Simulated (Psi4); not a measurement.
**InNH4 (SMILES [NH2][InH2]): revPBE/def2-SVP (core potential)**

What is the energy change on altering one bond length of InNH4 at revPBE/def2-SVP (core potential)? 

The calculation is run with Psi4 1.11.

11 further runs of the same task are left out: 10 that didn't finish, 1 set aside as unsound or not needed.

## 1. Starting point

The species is InNH4 (6 atoms), meant as a singlet with charge 0. SMILES: `[NH2][InH2]`. Geometry: relaxed at PBE0-D4/def2-TZVP.

Bond lengths: N1–In2 2.007 Å, N1–H3 1.006 Å, N1–H4 1.006 Å, In2–H5 1.712 Å, In2–H6 1.712 Å. Angles: N1–In2–H5 115.0°, N1–In2–H6 115.0°, In2–N1–H3 124.3°, In2–N1–H4 124.3°, H5–In2–H6 130.0°, H3–N1–H4 111.3°.

## 2. Energy and gradient at revPBE/def2-SVP (core potential)

Input file input.in:

```
memory 1.6 GB

molecule {
  N     -0.092200    -1.060500     0.036600
  In     0.095300     0.935900    -0.048300
  H     -0.598000    -1.552900     0.753400
  H      0.311900    -1.697300    -0.629300
  H      1.012500     1.520500    -1.370700
  H     -0.687400     1.790300     1.212100
  symmetry c1
}

set basis def2-SVP
set reference rks
set puream true
set e_convergence 1e-09
set d_convergence 1e-08
set scf_type pk
set dft_radial_points 99
set dft_spherical_points 590

e, wfn = gradient('revpbe', return_wfn=True)
oeprop(wfn, 'MAYER_INDICES', 'LOWDIN_CHARGES', 'MULLIKEN_CHARGES', title='REVPBE')
```

Run with:

```console
psi4 -n 1 input.in input.out
```

input.out, shortened:

```text
[...]
    !!!  WARNING: ECP capability is in beta. Please check occupations closely.  !!!
[...]
  Running in c1 symmetry.
[...]
  Nuclear repulsion =   70.741603805927312
[...]
  Multiplicity = 1
[...]
  Nalpha       = 16
  Nbeta        = 16
[...]
    Number of basis functions: 60
[...]
   @RKS iter   1:  -246.85311745959288   -6.77485e-01   1.52212e-02 ADIIS/DIIS
[...]
   @RKS iter  11:  -247.24842067150075   -4.20641e-12   7.45515e-09 DIIS
[...]
    Orbital Energies [Eh]
    ---------------------
    Doubly Occupied:
       1A    -13.979909     2A     -4.470849     3A     -2.917798
       4A     -2.907971     5A     -2.907640     6A     -0.741319
       7A     -0.681966     8A     -0.675153     9A     -0.675099
      10A     -0.674957    11A     -0.662953    12A     -0.414072
      13A     -0.387738    14A     -0.278930    15A     -0.254119
      16A     -0.199449
[...]
  @RKS Final Energy:  -247.24842067150075
   => Energetics <=
    Nuclear Repulsion Energy =             70.7416038059273120
    One-Electron Energy =                -552.5585464728250145
    Two-Electron Energy =                 259.6875078279280160
    DFT Exchange-Correlation Energy =     -25.1189858325310489
    Empirical Dispersion Energy =           0.0000000000000000
    VV10 Nonlocal Energy =                  0.0000000000000000
    Total Energy =                       -247.2484206715007531
[...]
 Multipole Moments:
 ------------------------------------------------------------------------------------
     Multipole            Electronic (a.u.)      Nuclear  (a.u.)        Total (a.u.)
 ------------------------------------------------------------------------------------
 L = 1.  Multiply by 2.5417464519 to convert [e a0] to [Debye]
 Dipole X            :          1.7420381           -1.7757233           -0.0336852
 Dipole Y            :         18.5810271          -18.9634003           -0.3823732
 Dipole Z            :         -0.7913772            0.8094175            0.0180402
 Magnitude           :                                                    0.3842778
[...]
  -Total Gradient:
     Atom            X                  Y                   Z
    ------   -----------------  -----------------  -----------------
       1       -0.000169749560    -0.002030789797     0.000157477957
       2       -0.000998201521    -0.010328339150     0.000465529524
       3        0.007175153489     0.007547913635    -0.010098293352
       4       -0.005590984544     0.009530094538     0.009294510730
       5       -0.003207163147    -0.001876538428     0.004648552881
       6        0.002791214782    -0.002839683929    -0.004467870568
[...]
  Mulliken Charges: (a.u.)
   Center  Symbol    Alpha    Beta     Spin     Total
       1     N     3.69043  3.69043  0.00000 -0.38086
       2    IN    10.33446 10.33446  0.00000  0.33107
       3     H     0.44403  0.44403  0.00000  0.11194
       4     H     0.44402  0.44402  0.00000  0.11196
       5     H     0.54353  0.54353  0.00000 -0.08707
       6     H     0.54352  0.54352  0.00000 -0.08704
   Total alpha = 16.00000, Total beta = 16.00000, Total charge =  0.00000
  Lowdin Charges: (a.u.)
   Center  Symbol    Alpha    Beta     Spin     Total
[...]
```

Wall time 23 s (1 thread of Intel Xeon Platinum 8259CL at 2.50GHz (Skylake/Cascade Lake), shared host); peak memory 0.76 GiB.

## 3. The distorted shape: a single-point energy at revPBE/def2-SVP (core potential)

Input file h4inn.inp:

```
memory 1600 mb

molecule geom {
  0 1
  N     -0.152810    -0.964988     0.136476
  In     0.034690     1.031412     0.051576
  H     -0.658610    -1.457388     0.853276
  H      0.311900    -1.697300    -0.629300
  H      0.951890     1.616012    -1.270824
  H     -0.748010     1.885812     1.311976
  symmetry c1
  no_reorient
  no_com
}

set {
  puream true
  e_convergence 1e-09
  d_convergence 1e-08
  scf_type pk
  dft_radial_points 99
  dft_spherical_points 590
}

energy_value, wavefunction = energy("revpbe/def2-SVP", return_wfn=True)
oeprop(wavefunction, "WIBERG_LOWDIN_INDICES", "MAYER_INDICES", "LOWDIN_CHARGES", title="REVPBE")
```

Run with:

```console
psi4 -i h4inn.inp -o h4inn.out -n 1
```

h4inn.out, shortened:

```text
[...]
    !!!  WARNING: ECP capability is in beta. Please check occupations closely.  !!!
[...]
  Running in c1 symmetry.
[...]
  Nuclear repulsion =   70.056173853778105
[...]
  Multiplicity = 1
[...]
  Nalpha       = 16
  Nbeta        = 16
[...]
    Number of basis functions: 60
[...]
   @RKS iter   1:  -246.81393010923244   -7.17062e-01   1.56479e-02 DIIS/ADIIS
[...]
   @RKS iter  12:  -247.23761041427409   -4.71800e-12   5.48460e-09 DIIS
[...]
    Orbital Energies [Eh]
    ---------------------
    Doubly Occupied:
       1A    -13.991474     2A     -4.470885     3A     -2.917720
       4A     -2.908008     5A     -2.907792     6A     -0.729457
       7A     -0.681828     8A     -0.675182     9A     -0.675023
      10A     -0.675009    11A     -0.657225    12A     -0.398492
      13A     -0.382895    14A     -0.278039    15A     -0.253894
      16A     -0.197585
[...]
  @RKS Final Energy:  -247.23761041427409
   => Energetics <=
    Nuclear Repulsion Energy =             70.0561738537781054
    One-Electron Energy =                -551.2629565914135128
    Two-Electron Energy =                 259.0327144062268871
    DFT Exchange-Correlation Energy =     -25.0635420828655526
    Empirical Dispersion Energy =           0.0000000000000000
    VV10 Nonlocal Energy =                  0.0000000000000000
    Total Energy =                       -247.2376104142740871
[...]
 Multipole Moments:
 ------------------------------------------------------------------------------------
     Multipole            Electronic (a.u.)      Nuclear  (a.u.)        Total (a.u.)
 ------------------------------------------------------------------------------------
 L = 1.  Multiply by 2.5417464519 to convert [e a0] to [Debye]
 Dipole X            :          0.8876105           -0.9146463           -0.0270358
 Dipole Y            :        -29.2115340           28.8218610           -0.3896730
 Dipole Z            :         -4.3457086            4.3530900            0.0073814
 Magnitude           :                                                    0.3906795
[...]
```

It took 17 s on 1 thread of Intel Xeon Platinum 8259CL at 2.50GHz (Skylake/Cascade Lake), shared host; peak memory 0.75 GiB.

## 4. What came out

At revPBE/def2-SVP (core potential):

| quantity | value |
| --- | --- |
| first shape: total energy | -247.24842 Eh |
| first shape: dipole moment | 0.98 D |
| first shape: HOMO energy | -5.43 eV |
| first shape: LUMO energy | -1.53 eV |
| first shape: HOMO–LUMO gap | 3.90 eV |
| first shape: largest force on an atom | 0.746 eV/Å |
| distorted shape: total energy | -247.23761 Eh |
| distorted shape: dipole moment | 0.99 D |
| distorted shape: HOMO energy | -5.38 eV |
| distorted shape: LUMO energy | -1.52 eV |
| distorted shape: HOMO–LUMO gap | 3.86 eV |
| energy change with the N1–H4 bond stretched from 1.006 to 1.157 Å | 0.294 eV |

**Reading.** With the N1–H4 bond stretched from 1.006 to 1.157 Å the energy rises by 0.29 eV (28.4 kJ/mol). The first shape isn't relaxed at this level, so the change isn't measured from a minimum. The largest force (first shape) is 0.75 eV/Å: the shape isn't a stationary point for this species at this level. Mulliken charges (first shape) run from -0.38 on N1 to +0.33 on In2.
